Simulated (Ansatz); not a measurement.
# GeP− (singlet): wave-function methods side by side, aug-cc-pVTZ

An exercise on one series of results from a longer session: the logs are not shown, and one member is left open.

Method: aug-cc-pVTZ, core rule «outside noble gas», up to 19 orbitals frozen; program: Ansatz 0.2.0, Gaussian basis.

Plan: UHF; CCSD(T) on RHF; CCSD(T) on UHF; BCCD(T) on RHF; CCSDT(Q) on RHF; CCSDT(Q) on UHF; CASSCF and MRCISD+Q, 10 electrons in 8 orbitals; CASSCF and NEVPT2, 10 electrons in 8 orbitals.

4 further runs of the same task are left out: 4 set aside as unsound or not needed.

## The geometry

The geometry is a PBE0/def2-TZVPD stationary point (not a proven minimum). No spin-orbit coupling is included. The filled d shell of Ge may be among the frozen orbitals whatever the setting's name suggests; the logs give the count.

2 atoms, charge -1, spin multiplicity 1.

Atoms are counted from 1 here; the program's logs count them from 0.

Bond lengths: Ge1–P2 2.064 Å.

Set-up of the first run:

in.yaml

```yaml
crystal:
  periodic: [false, false, false]
  atoms:
    - {symbol: Ge, position_ang: [0.000000, 0.000000, 0.000000]}
    - {symbol: P, position_ang: [0.000000, 0.000000, 2.064100]}
basis:
  gaussian: {orbitals: aug-cc-pVTZ}
total_charge: -1
magnetization: {spin_polarized: true, initial_magnetization: 0}
hamiltonian: {xc: hf}
output: {orbitals: {seedname: orbitals}}
```

Started as:

```
ansatz run in.yaml --threads 1 --pin off --events-out ev --progress --plain --max-ram 4096MiB --backend cpu
```

Steps of the session up to this table: UHF; CCSD(T) on RHF; CCSD(T) on UHF; BCCD(T) on RHF; CCSDT(Q) on RHF; CCSDT(Q) on UHF; CASSCF and MRCISD+Q, 10 electrons in 8 orbitals; CASSCF and NEVPT2, 10 electrons in 8 orbitals.

One table of the session follows, with a row left open; its other results are not shown here.

It belongs to the step «Misses and costs». 

```
          method  from RCCSDT(Q) (meV)
             RHF               +7995.3
             UHF               +7882.0
            RMP2                +976.3
            UMP2               +1627.7
           RCCSD                +644.4
           UCCSD                +675.8
        RCCSD(T)                 +72.4
        UCCSD(T)                +123.7
         BCCD(T)                 +72.0
          RCCSDT                 +64.7
          UCCSDT                 +71.5
       RCCSDT(Q)                     0
       UCCSDT(Q)                     ?
  CASSCF valence               +5921.4
  NEVPT2 valence               +1308.2
  MRCISD valence                +706.3
MRCISD+Q valence                +120.5
```

Q: Estimate the row for UCCSDT(Q) from the others.

**Answer.** from RCCSDT(Q) (meV): -0.8. In the column «from RCCSDT(Q) (meV)» it is the lowest.

Caveats from the session: The determinant is far from a pure spin state, so its energy mixes those of several spin states (harmless only where they are near-degenerate, as at dissociation). Warnings: restricted reference is unstable; spin contamination; large T1 diagnostic. Restricted and unrestricted rows rest on different reference determinants; where their highest levels disagree by more than a few hundredths of an eV, they describe different states and don't form one ladder.
